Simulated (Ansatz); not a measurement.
**C₂H₂AlCl: up Jacob's ladder to CCSD(T)**

An exercise on one series of results from a longer session: the logs are not shown, and one member is left open.

Method: functionals in def2-TZVPP, the program's frozen cores in correlated methods; program: Ansatz 0.2.0, Gaussian basis.

Plan: LDA (SPW92), PBE-D4, revPBE-D4, BLYP-D4, r2SCAN-D4, B97M-V, PBE0-D4, B3LYP-D4, r2SCANh-D4, r2SCAN0-D4, HSE06-D4, BHLYP-D4, CAM-B3LYP-D4, LC-ωPBE, ωB97X-V, ωB97M-V, B2PLYP, PBE-QIDH; CCSD(T)/def2-SVP; CCSD(T)/def2-TZVPP; MP2/def2-QZVPP; extrapolation to the limit; RPA on PBE.

### Structure used throughout

The geometry comes from an earlier relaxation with PBE0-D4 in a triple-zeta def2 set; it is a stationary point.

SMILES `Cl[C]1=[CH][AlH]1`, 6 atoms, charge 0, spin multiplicity 1.

Atoms are counted from 1 here; the program's logs count them from 0.

Bond lengths: Cl1–C2 1.720 Å, C2–C3 1.359 Å, C2–Al4 1.856 Å, C3–Al4 1.863 Å, C3–H5 1.087 Å, Al4–H6 1.569 Å. Angles: Cl1–C2–C3 128.2°, Cl1–C2–Al4 163.0°, C3–C2–Al4 68.9°, C2–C3–Al4 68.3°, C2–C3–H5 128.8°, Al4–C3–H5 162.9°, C2–Al4–C3 42.9°, C2–Al4–H6 158.7°, C3–Al4–H6 158.4°.

The first run:

Input file in.yaml:

```yaml
crystal:
  periodic: [false, false, false]
  atoms:
    - {symbol: Cl, position_ang: [-0.623366, -2.402426, 0.113798]}
    - {symbol: C, position_ang: [-0.311695, -0.714373, 0.004562]}
    - {symbol: C, position_ang: [0.874354, -0.067893, 0.150789]}
    - {symbol: Al, position_ang: [-0.516887, 1.117898, -0.209815]}
    - {symbol: H, position_ang: [1.855312, -0.485027, 0.364290]}
    - {symbol: H, position_ang: [-1.235617, 2.487821, -0.469823]}
basis:
  gaussian: {orbitals: def2-TZVPP}
hamiltonian: {xc: lda}
output: {orbitals: {seedname: orbitals}}
```

On the command line:

```
> ansatz run in.yaml --threads 2 --pin off --events-out ev --progress --plain --max-ram 4352MiB
```

Among the steps run: LDA; PBE-D4 (GGA); revPBE-D4 (GGA); BLYP-D4 (GGA); r2SCAN-D4 (meta-GGA); B97M-V (meta-GGA); PBE0-D4 (hybrid); B3LYP-D4 (hybrid); r2SCANh-D4 (hybrid); r2SCAN0-D4 (hybrid); HSE06-D4 (hybrid); BHLYP-D4 (hybrid); CAM-B3LYP-D4 (range-separated); LC-ωPBE (range-separated); ωB97X-V (range-separated); ωB97M-V (range-separated); B2PLYP (double hybrid); PBE-QIDH (double hybrid).

One of the session's tables, all rows but one given; the rest of the session is left out.

It belongs to the step «Orbital energies across the functionals». 

```
  functional  HOMO (eV)  gap (eV)
 LDA (SPW92)          ?         ?
      PBE-D4      -5.87      4.06
   revPBE-D4      -5.82      4.11
     BLYP-D4      -5.74      4.04
   r2SCAN-D4      -6.11      4.68
      B97M-V      -6.20      4.57
     PBE0-D4      -7.05      5.99
    B3LYP-D4      -6.84      5.58
  r2SCANh-D4      -6.54      5.36
  r2SCAN0-D4      -7.21      6.38
    HSE06-D4      -6.65      5.23
    BHLYP-D4      -8.14      7.84
CAM-B3LYP-D4      -8.35      8.20
     LC-ωPBE      -9.66     10.56
     ωB97X-V      -9.33     10.14
     ωB97M-V      -9.17      9.69
```

**Question.** Estimate the row for LDA (SPW92).

As computed: HOMO (eV): -5.99; gap (eV): 3.96. In the column «HOMO (eV)» it lies between r2SCAN-D4 (-6.11) and PBE-D4 (-5.87).
